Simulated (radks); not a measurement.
# Cl⁻ inside a hard spherical wall

Aim: energy, levels and pressure of Cl⁻ as a wall, at which all orbitals vanish, closes in. The configuration stays [Ar].

Method: non-relativistic Kohn-Sham, r2SCAN, spin-polarised, spherical densities, point nucleus. Code: radks (a radial shooting solver on a logarithmic mesh, Libxc functionals) version 1.

## (1) The atom as given

- element: chlorine (Z = 17)
- charge: -1
- electrons: 18
- configuration: [Ar]

The outer shells:

Cl⁻
```
[Ne] core
3s [↑↓]
3p [↑↓][↑↓][↑↓]
```

## (2) Wall at 15 bohr

The run's settings:

```text
Z 17
configuration [Ar] 4s0 3d0 4p0
relativity non-relativistic
functional r2scan,r2scan
spin polarised
nucleus point
wall 15 bohr
```

## (3) Wall at 10 bohr

Changes since step 2:

```diff
@@ -6,2 +6,2 @@
 nucleus point
-wall 15 bohr
+wall 10 bohr
```

## (4) Wall at 6 bohr

Changes since step 3:

```diff
@@ -6,2 +6,2 @@
 nucleus point
-wall 10 bohr
+wall 6 bohr
```

## (5) Wall at 4 bohr

Changes since step 4:

```diff
@@ -6,2 +6,2 @@
 nucleus point
-wall 6 bohr
+wall 4 bohr
```

## (6) Wall at 3.5 bohr

Changes since step 5:

```diff
@@ -6,2 +6,2 @@
 nucleus point
-wall 4 bohr
+wall 3.5 bohr
```

## (7) Wall at 3 bohr

Changes since step 6:

```diff
@@ -6,2 +6,2 @@
 nucleus point
-wall 3.5 bohr
+wall 3 bohr
```

## (8) Wall at 2.5 bohr

Changes since step 7:

```diff
@@ -6,2 +6,2 @@
 nucleus point
-wall 3 bohr
+wall 2.5 bohr
```

## (9) Wall at 1.5 bohr

Changes since step 8:

```diff
@@ -6,2 +6,2 @@
 nucleus point
-wall 2.5 bohr
+wall 1.5 bohr
```

Before running it: what results should come out? Wanted: for each run, R; E − E(widest); ε(3p); ε(4s, empty); ε(4p, empty); ε(3d, empty); pressure.

As calculated:

```
R (bohr)  E − E(widest) (eV)  ε(3p) (eV)  ε(4s, empty) (eV)  ε(4p, empty) (eV)  ε(3d, empty) (eV)  pressure (GPa)
      15               0.000       0.006              3.490              3.918              4.521        < 0.0001
      10               0.011       0.053              5.320              6.616              7.689         0.00873
       6               0.630       0.964             11.415             15.620             13.986            1.75
       4               8.192       5.676             29.675             37.691             22.950            63.9
     3.5              17.298       9.463             42.927             52.296             28.352             190
       3              38.670      16.467             66.617             77.371             37.374             624
     2.5              92.580      30.417             112.25             123.87             53.577            2346
     1.5              739.44      147.99             457.16             450.96             158.77           69143
```

**Reading.** Eigenvalues are for spin up. At the tightest wall, 1.5 bohr, the energy stands 739.44 eV above the widest wall (15 bohr) and the pressure, −dE/dV, is 69143 GPa. Of the levels in the table that exist at both ends, 4s (empty) rises most from the widest wall (15 bohr) (453.67 eV). From R = 15 bohr inwards the highest occupied level lies above zero, in an anion first from self-interaction, then from the wall. Shells are not refilled when levels cross, and a hard wall is a model, not a crystal.
